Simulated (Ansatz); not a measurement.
**Ca2GePd2: a short molecular-dynamics run**

Aim: set Ca2GePd2 (a randomly packed cell, 10 atoms, not relaxed) in motion for 40 steps of 1.5 fs at constant energy, with velocities drawn for 100 K, and see how temperature, energy and positions respond.

Program: Ansatz 0.2.0. Level of theory: DFT PBE, plane waves, PAW, scalar-relativistic, no spin polarisation. These are calculated values, not measurements.

## Step 1: The system as given

The cell holds 10 atoms (Ca4Ge2Pd4): a = 6.528 Å, b = 6.432 Å, c = 6.021 Å, α = 81.17°, β = 86.65°, γ = 97.54°.

Coordinates:

```cif
data_structure
_symmetry_space_group_name_H-M 'P 1'
_symmetry_Int_Tables_number 1
_cell_length_a 6.5276
_cell_length_b 6.4325
_cell_length_c 6.0207
_cell_angle_alpha 81.170
_cell_angle_beta 86.648
_cell_angle_gamma 97.537
_cell_volume 246.85
loop_
_atom_site_label
_atom_site_type_symbol
_atom_site_fract_x
_atom_site_fract_y
_atom_site_fract_z
_atom_site_occupancy
Pd1 Pd 0.43363 0.69904 0.39545 1
Pd2 Pd 0.82149 0.95965 0.68137 1
Pd3 Pd 0.39620 0.42150 0.08511 1
Pd4 Pd 0.07592 0.28407 0.83164 1
Ge1 Ge 0.82881 0.68374 0.13969 1
Ge2 Ge 0.77439 0.57430 0.56726 1
Ca1 Ca 0.46711 0.20483 0.58573 1
Ca2 Ca 0.19281 0.75755 0.81880 1
Ca3 Ca 0.12949 0.00500 0.27536 1
Ca4 Ca 0.67979 0.09178 0.11741 1
```

## Step 2: Dynamics

The input, input.yaml:

```yaml
crystal:
  lattice:
    - [6.487551, 0.121953, 0.711552]
    - [-1.052299, 6.298356, 0.774838]
    - [-0.307982, 0.152942, 6.010868]
  atoms:
    - { symbol: Pd, position: [0.433634, 0.699038, 0.395446] }
    - { symbol: Pd, position: [0.821491, 0.959646, 0.681366] }
    - { symbol: Pd, position: [0.396202, 0.421503, 0.085113] }
    - { symbol: Pd, position: [0.075919, 0.284067, 0.831641] }
    - { symbol: Ge, position: [0.828815, 0.683741, 0.139692] }
    - { symbol: Ge, position: [0.774387, 0.574298, 0.567256] }
    - { symbol: Ca, position: [0.467107, 0.204827, 0.585733] }
    - { symbol: Ca, position: [0.192806, 0.757549, 0.818796] }
    - { symbol: Ca, position: [0.129491, 0.005003, 0.275356] }
    - { symbol: Ca, position: [0.679791, 0.091777, 0.117406] }
kpoints:
  mp_grid: { grid: [3, 3, 3] }
magnetization:
  spin_polarized: false
scf:
  occupations: { method: fermi_dirac, width: 0.1 }
hamiltonian:
  pseudopotentials: { kind: paw }
  xc: pbe
basis:
  ecutwfc: 420
md:
  timestep: 1.5
  n_steps: 40
  ensemble: nve
  temperature: 100.0
  initial_velocities: maxwell_boltzmann
  seed: 609593
```

Run with:

```sh
ansatz run input.yaml --threads 2 --pin off --max-ram 2560MiB --backend cpu --events-out ev --progress --plain --runs-dir out
```

Output, cut to the lines that bear on the results:

```text
Warning: md: disabling space-group detection — thermal motion breaks the input geometry's symmetry, so no spatial operation reduces the k-mesh or symmetrises the density; time reversal is kept, so that k and −k are solved as one point where they differ and the mesh holds both, and exact [...]
Warning: RAYON_NUM_THREADS=2 ignored (pool sized by the plan → 2); use --threads N
[...]
Pseudopotentials: kind: paw
Pseudopotential: Pd, paw, valence charge 18, recommended cutoff 420 eV (normal), Pd.paw.azcp
Pseudopotential: Ge, paw, valence charge 14, recommended cutoff 420 eV (normal), Ge.paw.azcp
Pseudopotential: Ca, paw, valence charge 10, recommended cutoff 420 eV (normal), Ca.paw.azcp
Functional definition: PBE
[...]
Crystal: 10 atoms, lattice volume = 246.849 Å³
Basis set: ecut = 420 eV, 4835 PW (Γ), exchange–correlation on 90×90×90 points (8 copies of the dense FFT grid, shifted against one another)
Bands: 84, of which v1, the nominal top of the filled ones, is band 70 counted from 1 (69 counted from 0)
Symmetry: 1 space group operations
k-points: 14 of 27 (time reversal used)
[...]
SCF iter   1: F=—  HF=-43750.847841 eV  |F-HF|=—  |Δ(HF+E_count)|=         —  Δρ=3.41e-3  dr2=5.59e-2  ethr=1.77e-3  ⟨swp⟩=8.7  Hψ=4879  notcnv=0
[...]
md step     0: t =     0.00 fs  T =   100.0 K  F+E_penalty+E_count = -43750.84828489 eV  E_kin = 0.116334 eV  conserved = -43750.73195089 eV  (10 SCF iters)
[...]
md step    10: t =    15.00 fs  T =   250.4 K  F+E_penalty+E_count = -43751.02328070 eV  E_kin = 0.291270 eV  conserved = -43750.73201033 eV  (8 SCF iters)
[...]
md step    20: t =    30.00 fs  T =   548.4 K  F+E_penalty+E_count = -43751.37002247 eV  E_kin = 0.637920 eV  conserved = -43750.73210240 eV  (8 SCF iters)
[...]
md step    30: t =    45.00 fs  T =   868.8 K  F+E_penalty+E_count = -43751.74291915 eV  E_kin = 1.010714 eV  conserved = -43750.73220522 eV  (8 SCF iters)
[...]
md step    39: t =    58.50 fs  T =  1064.9 K  F+E_penalty+E_count = -43751.97112175 eV  E_kin = 1.238798 eV  conserved = -43750.73232377 eV  (3 SCF iters)
[...]
md step    40: t =    60.00 fs  T =  1076.3 K  F+E_penalty+E_count = -43751.98442073 eV  E_kin = 1.252084 eV  conserved = -43750.73233664 eV  (8 SCF iters)
SCF converged after 8 iterations
Free energy (F): -43751.984421 eV
[...]
E sigma→0 (E₀):  -43751.881567 eV
Entropy (-TS):   -0.205708 eV (-20.571 meV/atom)
Fermi energy:    9.522982 eV
[...]
--- Forces (eV/Å), atoms counted from 1 ---
  atom   1  Pd     0.38065117     0.50494932    -0.34979073
  atom   2  Pd    -0.17247993     0.24753654    -0.01017217
  atom   3  Pd     0.57318344    -0.07243340     0.21195474
  atom   4  Pd    -0.32271771    -0.40321744    -0.09976089
  atom   5  Ge    -0.46761474    -0.13579036    -0.25914496
  atom   6  Ge     0.51649876     0.15974077     0.36476488
  atom   7  Ca    -0.00976614    -0.26371991     0.02027008
  atom   8  Ca    -0.35987911     0.49190222     0.02171138
[...]
--- MD trajectory: 40 steps, t = 0.0 → 60.0 fs ---
  final state: T = 1076.3 K   F+E_penalty+E_count = -43751.98442073 eV   E_kin = 1.252084 eV
  conserved energy: peak-to-peak 3.858e-4 eV (3.858e-5 eV/atom) over 60.0 fs
```

It took 11 min on 2 threads of Arm Neoverse N1, shared host; peak memory 0.93 GiB.

## Step 3: Frames and traces

The trajectory, every 3 steps (energies from step 0); msd is the mean square displacement from the start, the centre of mass held:

```tsv
time (fs)	T (K)	potential energy change (meV/atom)	total energy change (meV/atom)	msd Ge (Å²)	msd Ca (Å²)	msd Pd (Å²)
0.0	100	0.0	0.00	0.000	0.000	0.000
4.5	123	-2.7	0.00	0.000	0.000	0.000
9.0	166	-7.7	0.00	0.001	0.001	0.000
13.5	227	-14.8	-0.01	0.002	0.001	0.000
18.0	302	-23.5	-0.01	0.004	0.003	0.000
22.5	388	-33.6	-0.01	0.007	0.005	0.001
27.0	483	-44.5	-0.01	0.012	0.009	0.001
31.5	582	-56.0	-0.02	0.018	0.014	0.001
36.0	681	-67.6	-0.02	0.028	0.021	0.002
40.5	778	-78.9	-0.02	0.040	0.030	0.003
45.0	869	-89.5	-0.03	0.055	0.040	0.004
49.5	950	-98.9	-0.03	0.075	0.053	0.005
54.0	1016	-106.6	-0.03	0.098	0.067	0.006
58.5	1065	-112.3	-0.04	0.126	0.082	0.008
60.0	1076	-113.6	-0.04	0.137	0.088	0.009
```

time (fs), T (K) and a bar:
```
      0.0        100 
      3.0        113 
      4.5        123 #
      7.5        150 ##
     10.5        185 ###
     13.5        227 ####
     15.0        250 #####
     18.0        302 ######
     21.0        359 ########
     24.0        419 ##########
     25.5        451 ###########
     28.5        515 #############
     31.5        582 ###############
     34.5        648 #################
     36.0        681 ##################
     39.0        746 ####################
     42.0        809 ######################
     45.0        869 ########################
     46.5        897 ########################
     49.5        950 ##########################
     52.5        996 ############################
     55.5       1035 #############################
     57.0       1051 #############################
     60.0       1076 ##############################
```

Pair distribution over the second half of the run:

```tsv
r (Å)	g Pd–Pd	g Pd–Ca
0.68	0.00	0.00
0.84	0.00	0.00
1.00	0.00	0.00
1.16	0.00	0.00
1.32	0.00	0.00
1.48	0.00	0.00
1.64	0.00	0.00
1.80	0.00	0.00
1.96	0.00	0.00
2.12	0.00	0.00
2.28	0.00	0.00
2.44	0.00	0.00
2.60	0.00	0.00
2.76	5.46	1.77
2.92	2.61	5.62
```

## Step 4: Snapshots as a file

Positions (Å) and forces (eV/Å):

```xyz
10
Lattice="6.488 0.122 0.712 -1.052 6.298 0.775 -0.308 0.153 6.011" Properties=species:S:1:pos:R:3:forces:R:3 pbc="T T T" time_fs=7.5 T=150 dE=-0.0581
Pd    1.961    4.523    3.237    0.529    0.278   -0.076
Pd    4.115    6.252    5.423   -0.191   -0.501   -0.244
Pd    2.098    2.717    1.115    0.526   -0.115    0.077
Pd   -0.060    1.927    5.270    0.031   -0.250   -0.118
Ge    4.602    4.409    1.963   -0.843   -1.321   -0.452
Ge    4.230    3.795    4.413    0.307    0.747    0.643
Ca    2.623    1.453    3.997   -0.179    0.935    0.467
Ca    0.224    4.910    5.643    0.099   -0.906    0.087
Ca    0.760    0.096    1.744   -0.256    0.379   -0.005
Ca    4.277    0.677    1.261   -0.023    0.754   -0.379
10
Lattice="6.488 0.122 0.712 -1.052 6.298 0.775 -0.308 0.153 6.011" Properties=species:S:1:pos:R:3:forces:R:3 pbc="T T T" time_fs=15.0 T=250 dE=-0.1750
Pd    1.970    4.531    3.246    0.507    0.285   -0.136
Pd    4.119    6.252    5.421   -0.192   -0.501   -0.248
Pd    2.098    2.717    1.111    0.570   -0.089    0.112
Pd   -0.057    1.927    5.267   -0.003   -0.256   -0.117
Ge    4.584    4.378    1.963   -0.777   -1.198   -0.463
Ge    4.218    3.797    4.426    0.382    0.795    0.684
Ca    2.609    1.483    3.988   -0.189    0.811    0.487
Ca    0.249    4.889    5.642    0.012   -0.807    0.097
Ca    0.766    0.108    1.737   -0.334    0.265   -0.025
Ca    4.275    0.685    1.257    0.024    0.695   -0.389
10
Lattice="6.488 0.122 0.712 -1.052 6.298 0.775 -0.308 0.153 6.011" Properties=species:S:1:pos:R:3:forces:R:3 pbc="T T T" time_fs=22.5 T=388 dE=-0.3356
Pd    1.980    4.540    3.255    0.484    0.304   -0.200
Pd    4.122    6.250    5.418   -0.191   -0.485   -0.245
Pd    2.100    2.717    1.107    0.616   -0.062    0.144
Pd   -0.054    1.926    5.263   -0.046   -0.266   -0.117
Ge    4.559    4.339    1.959   -0.732   -1.052   -0.464
Ge    4.208    3.805    4.443    0.461    0.839    0.715
Ca    2.593    1.523    3.986   -0.205    0.640    0.476
Ca    0.273    4.856    5.642   -0.067   -0.658    0.094
Ca    0.768    0.124    1.729   -0.384    0.137   -0.028
Ca    4.274    0.703    1.248    0.062    0.603   -0.375
10
Lattice="6.488 0.122 0.712 -1.052 6.298 0.775 -0.308 0.153 6.011" Properties=species:S:1:pos:R:3:forces:R:3 pbc="T T T" time_fs=30.0 T=548 dE=-0.5217
Pd    1.994    4.552    3.262    0.459    0.335   -0.262
Pd    4.124    6.245    5.414   -0.187   -0.447   -0.231
Pd    2.106    2.717    1.104    0.662   -0.038    0.173
Pd   -0.051    1.923    5.258   -0.098   -0.281   -0.118
Ge    4.530    4.292    1.952   -0.703   -0.897   -0.457
Ge    4.202    3.819    4.466    0.535    0.861    0.728
Ca    2.574    1.572    3.990   -0.215    0.439    0.434
Ca    0.296    4.815    5.643   -0.138   -0.465    0.080
Ca    0.765    0.141    1.722   -0.398    0.007   -0.009
Ca    4.274    0.728    1.234    0.084    0.487   -0.339
10
Lattice="6.488 0.122 0.712 -1.052 6.298 0.775 -0.308 0.153 6.011" Properties=species:S:1:pos:R:3:forces:R:3 pbc="T T T" time_fs=37.5 T=714 dE=-0.7144
Pd    2.009    4.564    3.269    0.433    0.374   -0.314
Pd    4.126    6.238    5.408   -0.180   -0.375   -0.204
Pd    2.116    2.716    1.101    0.698   -0.022    0.199
Pd   -0.049    1.919    5.253   -0.156   -0.304   -0.117
Ge    4.495    4.238    1.942   -0.680   -0.739   -0.438
Ge    4.199    3.839    4.495    0.588    0.838    0.712
Ca    2.552    1.627    4.000   -0.210    0.230    0.361
Ca    0.318    4.767    5.646   -0.205   -0.241    0.060
Ca    0.757    0.159    1.714   -0.373   -0.116    0.027
Ca    4.275    0.761    1.215    0.084    0.354   -0.285
10
Lattice="6.488 0.122 0.712 -1.052 6.298 0.775 -0.308 0.153 6.011" Properties=species:S:1:pos:R:3:forces:R:3 pbc="T T T" time_fs=45.0 T=869 dE=-0.8946
Pd    2.027    4.579    3.273    0.409    0.419   -0.350
Pd    4.126    6.230    5.402   -0.172   -0.251   -0.161
Pd    2.128    2.715    1.100    0.713   -0.019    0.218
Pd   -0.047    1.913    5.247   -0.216   -0.333   -0.116
Ge    4.455    4.179    1.928   -0.649   -0.571   -0.404
Ge    4.202    3.866    4.528    0.609    0.734    0.653
Ca    2.527    1.685    4.015   -0.176    0.035    0.262
Ca    0.337    4.716    5.649   -0.266    0.003    0.041
Ca    0.743    0.175    1.706   -0.314   -0.224    0.074
Ca    4.278    0.798    1.192    0.063    0.207   -0.217
10
Lattice="6.488 0.122 0.712 -1.052 6.298 0.775 -0.308 0.153 6.011" Properties=species:S:1:pos:R:3:forces:R:3 pbc="T T T" time_fs=52.5 T=996 dE=-1.0426
Pd    2.047    4.596    3.276    0.390    0.464   -0.364
Pd    4.126    6.220    5.394   -0.167   -0.051   -0.096
Pd    2.145    2.714    1.100    0.682   -0.033    0.225
Pd   -0.047    1.906    5.240   -0.274   -0.368   -0.110
Ge    4.410    4.116    1.912   -0.586   -0.377   -0.346
Ge    4.208    3.898    4.567    0.585    0.517    0.538
Ca    2.500    1.744    4.033   -0.109   -0.132    0.145
Ca    0.352    4.665    5.652   -0.320    0.253    0.027
Ca    0.725    0.188    1.700   -0.230   -0.313    0.124
Ca    4.281    0.838    1.166    0.029    0.041   -0.143
10
Lattice="6.488 0.122 0.712 -1.052 6.298 0.775 -0.308 0.153 6.011" Properties=species:S:1:pos:R:3:forces:R:3 pbc="T T T" time_fs=60.0 T=1076 dE=-1.1361
Pd    2.069    4.615    3.277    0.381    0.505   -0.350
Pd    4.124    6.210    5.387   -0.172    0.248   -0.010
Pd    2.165    2.713    1.101    0.573   -0.072    0.212
Pd   -0.048    1.896    5.233   -0.323   -0.403   -0.100
Ge    4.360    4.049    1.893   -0.468   -0.136   -0.259
Ge    4.219    3.934    4.609    0.516    0.160    0.365
Ca    2.471    1.801    4.054   -0.010   -0.264    0.020
Ca    0.363    4.617    5.656   -0.360    0.492    0.022
Ca    0.705    0.197    1.695   -0.130   -0.379    0.169
Ca    4.284    0.878    1.138   -0.008   -0.150   -0.069
```

## Step 5: Results

| quantity | value |
| --- | --- |
| length | 40 steps of 1.5 fs |
| temperature, first and last step | 100 and 1076 K |
| temperature, second half | mean 848 K, from 548 to 1076 K |
| potential energy, second half | -87 meV/atom from the start |
| largest change of the total energy | 0.04 meV/atom |
| mean square displacement, second half | Ge 0.063, Ca 0.044, Pd 0.004 Å² |

**Reading.** The temperature starts at 100 K and averages 848 K in the second half, where it still rises, from 548 to 1076 K; the start was no minimum (force components up to 1.4 eV/Å), and the potential energy that it sheds (87 meV/atom) turns into motion. The total energy strays from its start by at most 0.04 meV/atom, under 0.1 % of the mean kinetic energy, which is good for a step of 1.5 fs. Over the second half Ge atoms stand 0.3 Å (root mean square) from where they began, and the farthest move is 0.5 Å. A run of 60 fs with 10 atoms shows the motion but fixes no equilibrium value.
